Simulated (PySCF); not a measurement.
**C₂H₉BN₂Si: electronic excitations**

What electronic excitations should C₂H₉BN₂Si (`C=CBN[SiH2]N`) show?

Programs: PySCF 2.14.0, with density-fitted response routines of our own. Each step states its level of theory. These are calculated values for one molecule in the gas phase, unless marked as measured. Atoms count from 0, in the outputs and in this text.

**1. The starting structure**

15 atoms, charge 0, multiplicity 1; geometry from: GFN2-xTB.

Bonds of the start (Å): C0–C1 1.33, C1–B2 1.56, B2–N3 1.40, N3–Si4 1.74, Si4–N5 1.73, C0–H6 1.08, C0–H7 1.08, C1–H8 1.09, B2–H9 1.18, N3–H10 1.01, Si4–H11 1.46, Si4–H12 1.47, N5–H13 1.01, N5–H14 1.01.

**2. Ultraviolet spectrum: CAM-B3LYP/def2-SVPD**

Job settings and geometry (Å):

```
{"job": {"kind": "uv", "xc": "CAM-B3LYP", "basis": "def2-SVPD", "nstates": 8, "ntriplets": 3}, "charge": 0, "multiplicity": 1}
C     -3.128673     0.023756    -0.281215
C     -1.803536     0.095599    -0.204520
B     -0.872047    -1.104197     0.136383
N      0.512880    -0.921492     0.192164
Si     1.495564     0.491831    -0.073048
N      3.096645    -0.108019     0.166687
H     -3.650558    -0.902796    -0.098860
H     -3.754142     0.870472    -0.526193
H     -1.343477     1.059009    -0.403338
H     -1.317697    -2.172168     0.348016
H      1.059594    -1.749566     0.379324
H      1.453200     0.944232    -1.464540
H      1.072695     1.550714     0.857164
H      3.861053     0.497342    -0.081554
H      3.314085    -0.578040     1.031617
```

Level: TDDFT CAM-B3LYP/def2-SVPD, vertical, gas phase, core orbitals frozen in the response.

The run is started by

```console
$ OMP_NUM_THREADS=1 python probes_run.py task.json out
```

One launch serves the whole session: the jobs run in the order shown.

Predict these results of the whole session: lowest singlet (CAM-B3LYP/def2-SVPD); brightest single state of those computed; lowest triplet.

The runs gave:

| quantity | value |
| --- | --- |
| lowest singlet (CAM-B3LYP/def2-SVPD) | 6.12 eV (203 nm), f = 0.001 |
| brightest single state of those computed | state 2, 6.38 eV, f = 0.548 |
| lowest triplet | 3.98 eV |

What this shows: The lowest singlet, at 6.12 eV, is HOMO−2→LUMO 0.88 and is weak; of the 8 states computed, the strongest absorption comes from state 2 at 6.38 eV. The lowest triplet lies 2.14 eV below the lowest singlet (triplets in Tamm-Dancoff, singlets in full TDDFT).
